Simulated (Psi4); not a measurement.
# doublet [BBrCl2]+ at 3 levels

We compute a comparison of 3 runs (UB3LYP/cc-pVDZ, UBHLYP/cc-pVDZ, UPBE0/cc-pVDZ) of doublet [BBrCl2]+. 

Program for the calculation: Psi4 1.11.

4 further runs of the same task are left out: 4 that didn't finish.

### 1 The structure to begin with

[BBrCl2]+: 4 atoms, total charge +1, spin state doublet. As SMILES of the parent species, `ClB(Cl)Br`. Geometry: relaxed at PBE0-D4/def2-TZVP. That shape belongs to the parent species and isn't relaxed for this state.

Bond lengths: Cl1–B2 1.735 Å, B2–Cl3 1.735 Å, B2–Br4 1.901 Å. Angles: Cl1–B2–Cl3 120.1°, Cl1–B2–Br4 119.9°, Cl3–B2–Br4 119.9°.

### 2 Energy and gradient at UB3LYP/cc-pVDZ (run 1)

job.in reads:

```
memory 1600 mb

molecule geom {
  1 2
  Cl     0.582100     0.666000     1.510800
  B      0.037200    -0.038100     0.022100
  Cl     0.444300    -1.679200    -0.365600
  Br    -1.008100     0.991100    -1.187600
  symmetry c1
  no_reorient
  no_com
}

set reference uks
set puream true
set e_convergence 1e-09
set d_convergence 1e-08
set scf_type pk
set dft_radial_points 99
set dft_spherical_points 590
set maxiter 200

result = gradient('b3lyp/cc-pVDZ')
print_variables()
```

Run with:

```console
$ psi4 job.in job.out -n 1
```

job.out:

```text
[...]
  Running in c1 symmetry.
[...]
  Nuclear repulsion =  351.409229119585689
[...]
  Multiplicity = 2
[...]
  Nalpha       = 37
  Nbeta        = 36
[...]
    Number of basis functions: 77
[...]
   @UKS iter   1: -3519.05510034521694   -8.31846e-01   7.27393e-03 DIIS/ADIIS
[...]
   @UKS iter  14: -3519.16588603717764   -1.81899e-12   3.07872e-09 DIIS
[...]
   @S^2 Observed:                7.527134476E-01
[...]
  @UKS Final Energy: -3519.16588603717764
   => Energetics <=
    Nuclear Repulsion Energy =            351.4092291195856887
    One-Electron Energy =               -5567.4932587245748437
    Two-Electron Energy =                1818.8904948462984521
    DFT Exchange-Correlation Energy =    -121.9723512784871247
    Empirical Dispersion Energy =           0.0000000000000000
    VV10 Nonlocal Energy =                  0.0000000000000000
    Total Energy =                      -3519.1658860371776427
[...]
 Multipole Moments:
 ------------------------------------------------------------------------------------
     Multipole            Electronic (a.u.)      Nuclear  (a.u.)        Total (a.u.)
 ------------------------------------------------------------------------------------
 L = 1.  Multiply by 2.5417464519 to convert [e a0] to [Debye]
 Dipole X            :         32.9772176          -33.3512095           -0.3739919
 Dipole Y            :        -32.2768401           32.6423732            0.3655331
 Dipole Z            :         41.0769454          -41.5495973           -0.4726519
 Magnitude           :                                                    0.7049001
[...]
  -Total Gradient:
     Atom            X                  Y                   Z
    ------   -----------------  -----------------  -----------------
       1        0.002746987855    -0.003302303442     0.002751365006
       2       -0.009258477584     0.009118334788    -0.010674713960
       3        0.002822928385    -0.002191032826     0.003660059039
       4        0.003695517219    -0.003631786769     0.004271275436
[...]
```

Wall time 2.3 min (1 thread of Intel Xeon Platinum 8259CL at 2.50GHz (Skylake/Cascade Lake), shared host); peak memory 0.94 GiB.

### 3 A single-point energy at UBHLYP/cc-pVDZ (run 2)

calc.dat reads:

```
memory 1600 MB

molecule mol {
  1 2
  Cl     1.10000958     1.25855760     2.85499823
  B      0.07029781    -0.07199857     0.04176295
  Cl     0.83960532    -3.17322811    -0.69088387
  Br    -1.90503291     1.87290756    -2.24423875
  units au
  symmetry c1
}

set {
  basis cc-pVDZ
  reference uks
  puream true
  e_convergence 1e-09
  d_convergence 1e-08
  scf_type pk
  dft_radial_points 99
  dft_spherical_points 590
  maxiter 200
}

energy_value, wavefunction = energy('bhhlyp', return_wfn=True)
oeprop(wavefunction, 'DIPOLE', 'MAYER_INDICES', 'QUADRUPOLE')
```

Run with:

```console
$ psi4 -n 1 calc.dat calc.out
```

calc.out:

```text
[...]
  Running in c1 symmetry.
[...]
  Nuclear repulsion =  351.409228964059366
[...]
  Multiplicity = 2
[...]
  Nalpha       = 37
  Nbeta        = 36
[...]
    Number of basis functions: 77
[...]
   @UKS iter   1: -3518.96303876299771   -9.56741e-01   6.99714e-03 DIIS/ADIIS
[...]
   @UKS iter  17: -3519.07874583443299   -2.27374e-12   3.26260e-09 DIIS
[...]
   @S^2 Observed:                7.554319494E-01
[...]
  @UKS Final Energy: -3519.07874583443299
   => Energetics <=
    Nuclear Repulsion Energy =            351.4092289640593663
    One-Electron Energy =               -5567.1544945165769605
    Two-Electron Energy =                1774.1025115390857536
    DFT Exchange-Correlation Energy =     -77.4359918210017781
    Empirical Dispersion Energy =           0.0000000000000000
    VV10 Nonlocal Energy =                  0.0000000000000000
    Total Energy =                      -3519.0787458344334482
[...]
 Multipole Moments:
 ------------------------------------------------------------------------------------
     Multipole            Electronic (a.u.)      Nuclear  (a.u.)        Total (a.u.)
 ------------------------------------------------------------------------------------
 L = 1.  Multiply by 2.5417464519 to convert [e a0] to [Debye]
 Dipole X            :         -4.6878099            4.4863051           -0.2015048
 Dipole Y            :          4.6149813           -4.4166878            0.1982935
 Dipole Z            :         -5.4238114            5.1907745           -0.2330368
 Magnitude           :                                                    0.3663750
 L = 2.  Multiply by 1.3450342976 to convert [e a0^2] to [Debye ang]
 Quadrupole XX       :       -175.8746485          144.8401230          -31.0345256
 Quadrupole XY       :        129.9872482         -132.2168579           -2.2296097
[...]
```

Wall time 43 s (1 thread of Intel Xeon Platinum 8259CL at 2.50GHz (Skylake/Cascade Lake), shared host); peak memory 0.94 GiB.

### 4 A single-point energy at UPBE0/cc-pVDZ (run 3)

bbrcl2.py reads:

```python
import psi4

psi4.set_memory(1600000000)
psi4.set_num_threads(1)
psi4.set_output_file('psi4.out', False)

m = psi4.geometry("""
1 2
Cl     0.582100     0.666000     1.510800
B      0.037200    -0.038100     0.022100
Cl     0.444300    -1.679200    -0.365600
Br    -1.008100     0.991100    -1.187600
symmetry c1
""")

psi4.set_options({
    'basis': 'cc-pVDZ',
    'reference': 'uks',
    'puream': True,
    'e_convergence': 1e-09,
    'd_convergence': 1e-08,
    'scf_type': 'pk',
    'dft_radial_points': 99,
    'dft_spherical_points': 590,
    'maxiter': 200,
})

e_tot, wfn = psi4.energy('pbe0', molecule=m, return_wfn=True)
psi4.oeprop(wfn, 'QUADRUPOLE', 'MAYER_INDICES', 'MULLIKEN_CHARGES')
print(f'pbe0 energy: {e_tot:.10f} Eh')
```

Run with:

```console
$ python bbrcl2.py
```

psi4.out:

```text
[...]
  Running in c1 symmetry.
[...]
  Nuclear repulsion =  351.409229119585689
[...]
  Multiplicity = 2
[...]
  Nalpha       = 37
  Nbeta        = 36
[...]
    Number of basis functions: 77
[...]
   @UKS iter   1: -3518.36791511611818   -8.50561e-01   7.13358e-03 DIIS/ADIIS
[...]
   @UKS iter  15: -3518.47579831550320   -1.81899e-12   2.02958e-09 DIIS
[...]
   @S^2 Observed:                7.534671344E-01
[...]
  @UKS Final Energy: -3518.47579831550320
   => Energetics <=
    Nuclear Repulsion Energy =            351.4092291195856887
    One-Electron Energy =               -5567.4153701404984531
    Two-Electron Energy =                1811.4058073206551853
    DFT Exchange-Correlation Energy =    -113.8754646152459316
    Empirical Dispersion Energy =           0.0000000000000000
    VV10 Nonlocal Energy =                  0.0000000000000000
    Total Energy =                      -3518.4757983155036527
[...]
 Multipole Moments:
 ------------------------------------------------------------------------------------
     Multipole            Electronic (a.u.)      Nuclear  (a.u.)        Total (a.u.)
 ------------------------------------------------------------------------------------
 L = 1.  Multiply by 2.5417464519 to convert [e a0] to [Debye]
 Dipole X            :         -4.4030755            4.4863051            0.0832295
 Dipole Y            :          4.3346679           -4.4166878           -0.0820199
 Dipole Z            :         -5.0943927            5.1907745            0.0963819
 Magnitude           :                                                    0.1514724
 L = 2.  Multiply by 1.3450342976 to convert [e a0^2] to [Debye ang]
 Quadrupole XX       :       -175.6534630          144.8401225          -30.8133405
 Quadrupole XY       :        129.8863282         -132.2168577           -2.3305296
[...]
  Mulliken Charges: (a.u.)
   Center  Symbol    Alpha    Beta     Spin     Total
       1    CL     8.50913  8.27071  0.23841  0.22016
       2     B     2.39713  2.47753 -0.08040  0.12535
       3    CL     8.50922  8.27064  0.23858  0.22015
       4    BR    17.58453 16.98113  0.60341  0.43434
   Total alpha = 37.00000, Total beta = 36.00000, Total charge =  1.00000
  Mayer Bond Indices:
  Total Bond Index:
  Irrep: 1 Size: 4 x 4
[...]
```

The script printed:

```text
pbe0 energy: -3518.4757983155 Eh
```

Run time: 42 s. Hardware: 1 thread of Intel Xeon Platinum 8259CL at 2.50GHz (Skylake/Cascade Lake), shared host; peak memory 0.94 GiB.

### 5 All runs side by side

```
run           level      task   energy (Eh)  HOMO energy (eV)  LUMO energy (eV)   ⟨S²⟩  wall time
  1  UB3LYP/cc-pVDZ  gradient  -3519.165886            -15.08            -13.19  0.753    2.3 min
  2  UBHLYP/cc-pVDZ    energy  -3519.078746            -16.08            -12.45  0.755       43 s
  3   UPBE0/cc-pVDZ    energy  -3518.475798            -15.29            -13.13  0.753       42 s
```

### 6 What came out

| quantity | value |
| --- | --- |
| run 3: total energy | -3518.47580 Eh |
| run 3: HOMO energy (highest over α and β) | -15.29 eV |
| run 3: LUMO energy (lowest over α and β) | -13.13 eV |
| run 3: ⟨S²⟩ | 0.753 |

Totals of different functionals can't be ranked against each other. All runs together took 3.7 min, the longest 2.3 min.
